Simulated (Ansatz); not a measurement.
Task: the levels without and with spin-orbit coupling of MgAu₃, space group Pm-3m, with Ansatz 0.2.0 through its Python package. Give the script and its output. Level of theory (first run): LDA, PAW, cutoff 380 eV, 3×3×3 k-points, Gaussian smearing of 0.1 eV.

```
Mg Au
1.0
     4.10653    0.00000    0.00000
     0.00000    4.10653    0.00000
     0.00000    0.00000    4.10653
Mg Au
1 3
Direct
  0.00000 0.00000 0.00000
  0.50000 0.50000 0.00000
  0.50000 0.00000 0.50000
  0.00000 0.50000 0.50000
```

The script, `mgau3_soc.py`:
```python
"""What spin-orbit coupling does to the bands of MgAu3."""

import warnings

import ansatz
from ase import Atoms

FUNCTIONAL = "lda"
CUTOFF_EV = 380
KGRID = (3, 3, 3)
FILLING = "gaussian"
MIXING_BETA = 0.2
TOLERANCE = 1e-06
MAX_ITERATIONS = 150


def main() -> None:
    warnings.simplefilter("ignore", ansatz.DeckWarning)

    atoms = Atoms(
        ["Mg", "Au", "Au", "Au"],
        scaled_positions=[
            (0.0, 0.0, 0.0),
            (0.5, 0.5, 0.0),
            (0.5, 0.0, 0.5),
            (0.0, 0.5, 0.5),
        ],
        cell=[
            (4.106527, 0.0, 0.0),
            (0.0, 4.106527, 0.0),
            (0.0, 0.0, 4.106527),
        ],
        pbc=True,
    )
    xtal = ansatz.Crystal.from_ase(atoms)

    job = (
        xtal.calculation()
        .functional(FUNCTIONAL)
        .basis(CUTOFF_EV, density_ratio=4)
        .kpoints(*KGRID, center="monkhorst-pack")
        .occupations(FILLING)
        .mixing("msr1", ndim=8, beta=MIXING_BETA)
        .scf(tolerance=TOLERANCE, max_iterations=MAX_ITERATIONS)
        .band_table()
    )
    for label, variant in (("scalar-relativistic", job), ("spin-orbit", job.spin(soc=True))):
        rep = variant.run().report
        zero = rep["band_edges_ev"][0] if rep.get("band_edges_ev") else rep["fermi_energy_ev"]
        near = [round(e - zero, 3) for e in rep["eigenvalues_ev"][0] if abs(e - zero) < 4]
        print(label)
        print("  band edges (eV):", [round(e, 3) for e in rep.get("band_edges_ev") or []] or "none reported")
        print("  levels at k =", rep["kpoints_frac"][0], "within 4 eV of the zero:", near)


if __name__ == "__main__":
    main()
```

```console
$ python mgau3_soc.py
scalar-relativistic
  band edges (eV): none reported
  levels at k = [0.0, 0.0, 0.0] within 4 eV of the zero: [-3.779, -3.779, -3.779, -2.757, -2.757, -2.156, -1.737, -1.737, -1.737, 0.738, 0.738, 0.738]
spin-orbit
  band edges (eV): none reported
  levels at k = [0.0, 0.0, 0.0] within 4 eV of the zero: [-3.48, -3.48, -2.673, -2.673, -2.673, -2.673, -2.117, -2.117, -2.013, -2.013, -1.44, -1.44, -1.44, -1.44, 0.38, 0.38, 0.38, 0.38, 0.948, 0.948]
```

Reading the output:
- The settings weren't tested for convergence.
- The cutoff lies under the one recommended for these potentials.
- For a metal this mesh is far too coarse, so the numbers only illustrate the procedure.
- The structure comes from a database of computed cells and needn't be a stable or known phase.
- Gaps and levels are Kohn-Sham values on a finite set of k-points.
- With spin-orbit coupling each level holds one electron and, with inversion or at time-reversal points, comes in pairs; a window in energy can cut a split set.
- The script silences the warnings on its input, which a real study should read.
- Wall time of the script: 4.6 s on 1 thread of Arm Neoverse V2, with other jobs on the host, peak memory 0.48 GiB.
